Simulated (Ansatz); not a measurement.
# Si2Mo: the cost of one run

Program: Ansatz 0.2.0. Level of theory: DFT PBEsol, scalar-relativistic. These are calculated values, not measurements.

### Step 1. The starting structure

The structure is tetragonal, space group I4/mmm (No. 139). Conventional cell: a = 3.200 Å, b = 3.200 Å, c = 7.861 Å, α = 90.00°, β = 90.00°, γ = 90.00°. Around Si (site symmetry 4mm) lie 5 Si at 2.61 to 2.63 Å and 5 Mo at 2.62 Å. Around Mo (site symmetry 4/mmm) lie 10 Si at 2.62 Å.

Structure file:

```cif
data_structure
_symmetry_space_group_name_H-M 'I4/mmm'
_symmetry_Int_Tables_number 139
_cell_length_a 3.2000
_cell_length_b 3.2000
_cell_length_c 7.8610
_cell_angle_alpha 90.000
_cell_angle_beta 90.000
_cell_angle_gamma 90.000
_cell_volume 80.50
loop_
_atom_site_label
_atom_site_type_symbol
_atom_site_symmetry_multiplicity
_atom_site_Wyckoff_symbol
_atom_site_fract_x
_atom_site_fract_y
_atom_site_fract_z
_atom_site_occupancy
Si1 Si 4 e 0.00000 0.00000 0.33300 1
Mo1 Mo 2 a 0.00000 0.00000 0.00000 1
```

The file gives the conventional cell by its symmetry; the runs use the cell typed in the input.

Atoms are numbered in the order of the input: Si1, Si2, Mo3.

### Step 2. After the deformation

Space group I4/mmm before, I4/mmm after.

### Step 3. All-electron LAPW

input.yaml

```yaml
crystal:
  lattice:
    - [-1.6, 1.6, 3.85189]
    - [1.6, -1.6, 3.85189]
    - [1.6, 1.6, -3.85189]
  atoms:
    - { symbol: Si, position: [0.333, 0.333, 0.0] }
    - { symbol: Si, position: [0.667, 0.667, 0.0] }
    - { symbol: Mo, position: [0.0, 0.0, 0.0] }
kpoints:
  mp_grid: { grid: [12, 12, 16] }
  band_path:
    path:
      - [0.0, 0.0, 0.0]
      - [0.0, 0.0, 0.5]
      - [0.25, 0.25, 0.25]
      - [0.0, 0.5, 0.0]
      - [0.0, 0.0, 0.0]
      - [0.5, 0.5, -0.5]
      - [0.2931352403, 0.7068647597, -0.2931352403]
      - [-0.2931352403, 0.2931352403, 0.2931352403]
      - [0.0, 0.0, 0.0]
    npoints: 5
scf:
  occupations: { method: fermi_dirac, width: 0.03 }
hamiltonian:
  xc: pbesol
  pseudopotentials: { kind: all_electron, lapw: { basis_error: 0.001 } }
output:
  forces: true
  stress: true
  eigenvalues: true
```

Launch:

```console
$ ansatz run input.yaml --threads 1 --pin off --max-ram 6144MiB --backend cpu --events-out ev --progress --plain --runs-dir out
```

**Question.** How long does this run take on 1 thread of Intel Xeon 6975P-C (Granite Rapids), shared host, and how much memory does it need?

About 2.2 min, with a peak of 1.8 GiB.
